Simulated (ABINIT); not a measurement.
Crystal: TaF3.

```
CELL_PARAMETERS angstrom
3.90120 0.00000 0.00000
0.00000 3.90120 0.00000
0.00000 0.00000 3.90120
ATOMIC_POSITIONS crystal
Ta 0.00000 0.00000 0.00000
F 0.00000 0.00000 0.50000
F 0.00000 0.50000 0.00000
F 0.50000 0.00000 0.00000
```

Base run:

* Program: ABINIT 10.8.3 (patched build)
* Functional: SCAN
* Potentials or basis: JTH PAW PBE v2.0
* Cutoff: 762 eV
* k mesh: 7 × 7 × 7
* Occupations: fermi-dirac, width 0.05 eV
* Spin: no spin polarisation

Its results: band gap on the k mesh none (metal or under the smearing width); pressure 19.2 GPa.

Task: After a change of settings the same cell gave: band gap on the k mesh none (metal or under the smearing width); pressure 20.3 GPa. Which change was it?
A. functional from SCAN to revPBE
B. functional from SCAN to RPBE
C. functional from SCAN to LDA
D. functional from SCAN to WC

Result: D.

Caveats: the PAW data sets were made with another functional, which shifts forces and pressure a little; spin-orbit coupling is left out, which moves the levels of the heavy elements; the atomic spheres overlap.

Runs at the PBE level aren't shown here.
